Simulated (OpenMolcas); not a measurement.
# Fe⁴⁺ among point charges: CASSCF and CASPT2 levels and susceptibility

How does a field of 3 point charges split the states of Fe⁴⁺, and what χT follows?

Method: state-averaged CASSCF and CASPT2, spin-orbit coupling by RASSI with atomic mean-field integrals. Code: OpenMolcas 26.06.

## 1. What is computed

```
Species                           : Fe⁴⁺ (iron, Z = 26, 22 electrons)
Basis                             : ANO-RCC-VDZP [5s4p2d1f], 34 functions
Scalar Hamiltonian                : DKH2, point nucleus
Inactive shells                   : 1s 2s 2p 3s 3p
Active space                      : 4 electrons in 5 orbitals (3d)
Some configurations of this space : 3d4
Orbitals                          : optimised for each spin and parity, averaged over all roots
```

Outer shells as boxes (Hund's rule):

3d4
```
3d [↑ ][↑ ][↑ ][↑ ][  ]
```

The ion sits among 3 point charges of -2.5 e arranged as a planar triangle (D3h), 1.71 Å from the ion.

The work runs as a chain of OpenMolcas steps in one folder; each step below is one input file. Labels, J, g values, rates, χT and fits are worked out afterwards by a script from the matrices that RASSI stores.

## 2. GATEWAY and SEWARD: basis and integrals

File a.inp:

```
&GATEWAY
Coord
1

Fe 0.0 0.0 0.0
Basis=ANO-RCC-VDZP
Group=NoSym
NoMove
AngMom=0.0 0.0 0.0
AMFI
XField
3 Angstrom 0
1.710000 0.000000 0.000000 -2.500000
-0.855000 1.480903 0.000000 -2.500000
-0.855000 -1.480903 0.000000 -2.500000
&SEWARD
```

On the command line:

```sh
> OMP_NUM_THREADS=1 MOLCAS_MEM=1689 MOLCAS_PROJECT=a pymolcas a.inp > a.log
```

## 3. CASSCF: quintets, 5 roots

File a.inp:

```
&RASSCF
FileOrb=start.orb
Symmetry=1
Spin=5
nActEl=4 0 0
Inactive=9
Ras2=5
CIRoot=5 5 1
SDav=5
CIMx=300
Iter=120 100
PrWF=0.3
OrbListing=Nothing
MaxOrb=0
>>> COPY $Project.JobIph JOB001
```

start.orb holds the contracted functions of the basis, ordered by shell, or the orbitals of the step before.

## 4. Reference wave functions, triplets, 45 roots

File a.inp:

```
&RASSCF
FileOrb=start.orb
Symmetry=1
Spin=3
nActEl=4 0 0
Inactive=9
Ras2=5
CIRoot=45 45 1
SDav=45
CIMx=300
Iter=120 100
PrWF=0.3
OrbListing=Nothing
MaxOrb=0
>>> COPY $Project.JobIph JOB002
```

## 5. Reference wave functions, singlets, 50 roots

File a.inp:

```
&RASSCF
FileOrb=start.orb
Symmetry=1
Spin=1
nActEl=4 0 0
Inactive=9
Ras2=5
CIRoot=50 50 1
SDav=50
CIMx=300
Iter=120 100
PrWF=0.3
OrbListing=Nothing
MaxOrb=0
>>> COPY $Project.JobIph JOB003
```

## 6. RASSI: spin-orbit coupling between the states

File a.inp:

```
&RASSI
NrOfJobIphs=3 5 45 50
1 2 3 4 5
1 2 3 4 5 6 7 8 9 10 11 12 13 14 15 16 17 18 19 20 21 22 23 24 25 26 27
28 29 30 31 32 33 34 35 36 37 38 39 40 41 42 43 44 45
1 2 3 4 5 6 7 8 9 10 11 12 13 14 15 16 17 18 19 20 21 22 23 24 25 26 27
28 29 30 31 32 33 34 35 36 37 38 39 40 41 42 43 44 45 46 47 48 49 50
IphNames
JOB001
JOB002
JOB003
EJob
SpinOrbit
DIPRint=1.0
SOCoupling=1000.0
Subsets=2
Property=9
'ANGMOM' 1 'ANGMOM' 2 'ANGMOM' 3 'MLTPL  1' 1 'MLTPL  1' 2 'MLTPL  1' 3
'AMFI' 1 'AMFI' 2 'AMFI' 3
SOProperty=3
'ANGMOM' 1 'ANGMOM' 2 'ANGMOM' 3
```

## 7. CASPT2: IPEA 0.25, imaginary shift 0.1 (closed shells correlated: 3s 3p)

File a.inp:

```
>>> COPY JOB001 $Project.JobIph
&CASPT2
Multistate=5 1 2 3 4 5
NoMult
Frozen=5
IPEA=0.25
Imaginary=0.1
MaxIter=60
WThr=0.0 0.3 0.05
PrWF=0.5
NoMix
>>> COPY JOB002 $Project.JobIph
&CASPT2
Multistate=45 1 2 3 4 5 6 7 8 9 10 11 12 13 14 15 16 17 18 19 20 21 22
23 24 25 26 27 28 29 30 31 32 33 34 35 36 37 38 39 40 41 42 43 44 45
NoMult
Frozen=5
IPEA=0.25
Imaginary=0.1
MaxIter=60
WThr=0.0 0.3 0.05
PrWF=0.5
NoMix
>>> COPY JOB003 $Project.JobIph
&CASPT2
Multistate=50 1 2 3 4 5 6 7 8 9 10 11 12 13 14 15 16 17 18 19 20 21 22
23 24 25 26 27 28 29 30 31 32 33 34 35 36 37 38 39 40 41 42 43 44 45 46
47 48 49 50
NoMult
Frozen=5
IPEA=0.25
Imaginary=0.1
MaxIter=60
WThr=0.0 0.3 0.05
PrWF=0.5
NoMix
```

(Steps that only read results are left out.)

**Question.** What will these runs give? Wanted: spin-free ground state; first state of the same spin within the active space; lowest level; next level.

**Answer**, as computed:

| quantity | value |
| --- | --- |
| method | SS-CASPT2, IPEA 0.25, imaginary shift 0.1 (closed shells correlated: 3s 3p) |
| spin-free ground state | 5E, 2-fold in its orbital part |
| first state of the same spin within the active space | 5E at 11000 cm⁻¹ |
| lowest level | 1-fold A1 |
| next level | 0.2 cm⁻¹ |
| χT at 300 K | 1.63 cm³ K/mol |
| effective moment at 300 K | 3.62 μB |

Cost by method:

```
                                              method  time of its own steps  time with the reference
                                           A. CASSCF                   21 s                     21 s
B. SS-CASPT2, IPEA 0.25, imaginary shift 0.1, +3s 3p                  6.6 s                     28 s
```

Times are of one thread on a shared host.

The spin-free ground state (5E) comes to 100 % from free-ion D terms and keeps the highest spin of the shell. χT at 300 K is 1.63, against 3.01 cm³ K/mol for the spin alone, so spin-orbit coupling lowers it. An active space of the d shell alone favours high spin; real ions in strong fields can be low spin. CASPT2 does not keep the components of a term degenerate, and the means are used. The field of point charges can differ much from that of real complexes. With metal d orbitals alone active, the gaps between spin states are rough; where two lie within a few thousand cm-1, their order is open. Point charges carry no covalency, so the field is a model and not that of real ligands.
